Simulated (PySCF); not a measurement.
# I: excitation energy in aug-cc-pVQZ-PP plus 1 even-tempered diffuse shell per l with ECP28

Wanted: the excitation energy of iodine, up a ladder of methods.

The numbers are computed with PySCF 2.14.0 (unrestricted determinants in a Gaussian basis, no spin-orbit coupling in the energies), except any that are marked as measured or tabulated.

## (1) The system

| Quantity | Value |
| --- | --- |
| Element | iodine (Z = 53) |
| Basis | aug-cc-pVQZ-PP with one added diffuse shell each of s, p, d, f, g type with ECP28MDF (8s8p6d4f3g, 117 functions) |
| Hamiltonian | scalar relativity through the core potential |
| State 1 | I: [Kr] 4d10 5s1 5p5 5d1, one real determinant (an excited configuration) |
| Needed too, but not shown | I [Kr] 4d10 5s2 5p5 (2P) |
| Methods | UHF, LDA, PBE, PBE0, r2SCAN, wB97X-V, B3LYP, revPBE, MP2 |
| Core shells frozen in the correlated runs | valence: 4s2 4p6 4d10 (for I) |

Outer shells as boxes (Hund's rule):

I [Kr] 4d10 5s1 5p5 5d1
```
[Kr] core
4d [↑↓][↑↓][↑↓][↑↓][↑↓]
5s [↑ ]
5p [↑↓][↑↓][↑ ]
5d [↑ ][  ][  ][  ][  ]
```

The runs were made by one driver on top of PySCF. The scripts below sum up each run's settings (the driver also hands on starting orbitals that pick excited configurations, and frozen orbitals as a list rather than a count), and the logs come from the driver's own runs. The driver starts from symmetry-adapted Hartree-Fock orbitals, holds the occupation by maximum overlap and uses a logarithmic radial grid for functionals, so a plain start would take other cycles.

The integrals over 117 functions and the set-up took 4.5 s of CPU time.

## (2) I [Kr] 4d10 5s1 5p5 5d1: the ladder of methods

**UHF**

File input.py:

```python
from pyscf import gto, scf, dft, mp, cc
import basis_set_exchange as bse
txt = bse.get_basis("aug-cc-pVQZ-PP", elements=["I"], fmt="nwchem", header=False, augment_diffuse=1)
cut = txt.index("\nECP")
mol = gto.M(atom="I 0 0 0", charge=0, spin=3, symmetry="D2h",
            basis=gto.basis.parse(txt[:cut]),
            ecp={"I": gto.basis.parse_ecp(txt[cut:])})
mf = scf.UHF(mol)
mf.irrep_nelec = {'Ag': (5, 3), 'B1g': (1, 1), 'B2g': (1, 1), 'B3g': (1, 1), 'B1u': (2, 1), 'B2u': (2, 2), 'B3u': (2, 2)}
mf.kernel()
```

**LDA**

input.py, as changed from the run before:

```diff
@@ -7,3 +7,3 @@
             ecp={"I": gto.basis.parse_ecp(txt[cut:])})
-mf = scf.UHF(mol)
+mf = dft.UKS(mol, xc="LDA,VWN")
 mf.irrep_nelec = {'Ag': (5, 3), 'B1g': (1, 1), 'B2g': (1, 1), 'B3g': (1, 1), 'B1u': (2, 1), 'B2u': (2, 2), 'B3u': (2, 2)}
```

**PBE**

input.py, as changed from the run before:

```diff
@@ -7,3 +7,3 @@
             ecp={"I": gto.basis.parse_ecp(txt[cut:])})
-mf = dft.UKS(mol, xc="LDA,VWN")
+mf = dft.UKS(mol, xc="PBE")
 mf.irrep_nelec = {'Ag': (5, 3), 'B1g': (1, 1), 'B2g': (1, 1), 'B3g': (1, 1), 'B1u': (2, 1), 'B2u': (2, 2), 'B3u': (2, 2)}
```

**PBE0**

input.py, as changed from the run before:

```diff
@@ -7,3 +7,3 @@
             ecp={"I": gto.basis.parse_ecp(txt[cut:])})
-mf = dft.UKS(mol, xc="PBE")
+mf = dft.UKS(mol, xc="PBE0")
 mf.irrep_nelec = {'Ag': (5, 3), 'B1g': (1, 1), 'B2g': (1, 1), 'B3g': (1, 1), 'B1u': (2, 1), 'B2u': (2, 2), 'B3u': (2, 2)}
```

**r2SCAN**

input.py, as changed from the run before:

```diff
@@ -7,3 +7,3 @@
             ecp={"I": gto.basis.parse_ecp(txt[cut:])})
-mf = dft.UKS(mol, xc="PBE0")
+mf = dft.UKS(mol, xc="R2SCAN")
 mf.irrep_nelec = {'Ag': (5, 3), 'B1g': (1, 1), 'B2g': (1, 1), 'B3g': (1, 1), 'B1u': (2, 1), 'B2u': (2, 2), 'B3u': (2, 2)}
```

**wB97X-V**

input.py, as changed from the run before:

```diff
@@ -7,3 +7,3 @@
             ecp={"I": gto.basis.parse_ecp(txt[cut:])})
-mf = dft.UKS(mol, xc="R2SCAN")
+mf = dft.UKS(mol, xc="WB97X_V")
 mf.irrep_nelec = {'Ag': (5, 3), 'B1g': (1, 1), 'B2g': (1, 1), 'B3g': (1, 1), 'B1u': (2, 1), 'B2u': (2, 2), 'B3u': (2, 2)}
```

**B3LYP**

input.py, as changed from the run before:

```diff
@@ -7,3 +7,3 @@
             ecp={"I": gto.basis.parse_ecp(txt[cut:])})
-mf = dft.UKS(mol, xc="WB97X_V")
+mf = dft.UKS(mol, xc="B3LYP")
 mf.irrep_nelec = {'Ag': (5, 3), 'B1g': (1, 1), 'B2g': (1, 1), 'B3g': (1, 1), 'B1u': (2, 1), 'B2u': (2, 2), 'B3u': (2, 2)}
```

**revPBE**

input.py, as changed from the run before:

```diff
@@ -7,3 +7,3 @@
             ecp={"I": gto.basis.parse_ecp(txt[cut:])})
-mf = dft.UKS(mol, xc="B3LYP")
+mf = dft.UKS(mol, xc="PBE_R,PBE")
 mf.irrep_nelec = {'Ag': (5, 3), 'B1g': (1, 1), 'B2g': (1, 1), 'B3g': (1, 1), 'B1u': (2, 1), 'B2u': (2, 2), 'B3u': (2, 2)}
```

**MP2 (valence)**

input.py, as changed from the run before:

```diff
@@ -7,4 +7,5 @@
             ecp={"I": gto.basis.parse_ecp(txt[cut:])})
-mf = dft.UKS(mol, xc="PBE_R,PBE")
+mf = scf.UHF(mol)
 mf.irrep_nelec = {'Ag': (5, 3), 'B1g': (1, 1), 'B2g': (1, 1), 'B3g': (1, 1), 'B1u': (2, 1), 'B2u': (2, 2), 'B3u': (2, 2)}
 mf.kernel()
+mp.UMP2(mf, frozen=9).kernel()
```

What does the calculation give?

As calculated:

| quantity | value |
| --- | --- |
| excitation energy, I → [Kr] 4d10 5s1 5p5 5d1 | UHF 19.536, MP2 (valence) 18.994 eV |

**Reading.** The methods span 1.141 eV, from revPBE (18.710) to wB97X-V (19.850). No reference value is at hand in this session. The basis is finite, and no extrapolation was made.
